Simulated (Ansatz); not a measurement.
Write a Python script for Ansatz 0.2.0, Python API that makes a ladder of methods at one geometry of FH5N3V, SMILES [NH]=[V]([NH2])([NH2])[F]. Level of theory (for the species named): B3LYP, def2-SVP basis, multiplicity 1. The script varies functional: b3lyp, pbe0, r2scan0, revpbe.

```xyz
10

N    -1.4099    0.6640    1.1371
V    -0.5138   -0.1246   -0.2213
N     0.1755   -1.9172    0.4445
N     1.1345    1.0807   -0.7890
F    -1.6630   -0.4274   -1.7479
H    -1.8898    1.6444    0.9564
H     0.8190   -2.3144   -0.3067
H     0.8965   -1.6849    1.2401
H     1.8050    0.9695   -0.0162
H     0.7292    2.0587   -0.6940
```

The script, `run_methods.py`:
```python
"""FH5N3V at several levels of theory."""

from dataclasses import dataclass
from pathlib import Path

import ansatz as az
import numpy as np


@dataclass(frozen=True)
class Settings:
    basis_set: str = "def2-SVP"


settings = Settings()

geometry_ang = [
    ("N", (-1.4099, 0.664, 1.1371)),
    ("V", (-0.5138, -0.1246, -0.2213)),
    ("N", (0.1755, -1.9172, 0.4445)),
    ("N", (1.1345, 1.0807, -0.789)),
    ("F", (-1.663, -0.4274, -1.7479)),
    ("H", (-1.8898, 1.6444, 0.9564)),
    ("H", (0.819, -2.3144, -0.3067)),
    ("H", (0.8965, -1.6849, 1.2401)),
    ("H", (1.805, 0.9695, -0.0162)),
    ("H", (0.7292, 2.0587, -0.694)),
]
system = az.Crystal.molecule()
for symbol, xyz in geometry_ang:
    system = system.atom(symbol, xyz)

base = system.calculation().basis(gaussian=settings.basis_set)

print("functional    E (Ha)        dipole (D)   HOMO (eV)  LUMO (eV)")
for name in ["b3lyp", "pbe0", "r2scan0", "revpbe"]:
    report = base.functional(name).forces().orbitals().run(threads=1, pin="off", runs_dir="runs").report
    lines = Path(report["orbitals_path"]).read_text().splitlines()
    field_of = lambda key: [line.split("=")[1].strip() for line in lines if line.startswith(key)]
    orbitals = [(27.211386 * float(e), s, float(n)) for e, s, n in zip(field_of("Ene="), field_of("Spin="), field_of("Occup="))]
    homo = max(e for e, _, n in orbitals if n > 0.5)
    lumo = min(e for e, _, n in orbitals if n < 0.5)
    dipole = 4.803205 * np.linalg.norm(report["charge_distribution"]["dipole_moment_e_ang"])
    print(f"{name:10s} {report['free_energy_ev'] / 27.211386246:14.6f} {dipole:9.3f} {homo:11.3f} {lumo:10.3f}")
```

```console
$ python run_methods.py
functional    E (Ha)        dipole (D)   HOMO (eV)  LUMO (eV)
b3lyp        -1210.799152     3.649      -7.489     -3.942
pbe0         -1210.263519     3.736      -7.797     -3.769
r2scan0      -1210.512613     3.885      -8.070     -3.819
revpbe       -1210.657517     3.332      -6.232     -4.442
```

Total energies depend on the basis set; only differences at equal settings carry meaning. The geometry is a force-field or estimated start, not a minimum of this method, and the basis set is short of its limit. A lower total doesn't mark the better method: functionals have no common bound, and MP2 and coupled cluster aren't variational. b3lyp holds the VWN-RPA fit, as in Gaussian; the form of ORCA and Turbomole is b3lyp5. Levels such as HOMO and LUMO are orbital energies: with these approximate functionals they aren't the ionisation energy and electron affinity, and their gap isn't the fundamental gap. Hardware and time: 36 s on 1 thread of Arm Neoverse V2, with other jobs on the host, peak memory 0.35 GiB.

(Lines on the test bed's own set-up are left out of the output.)
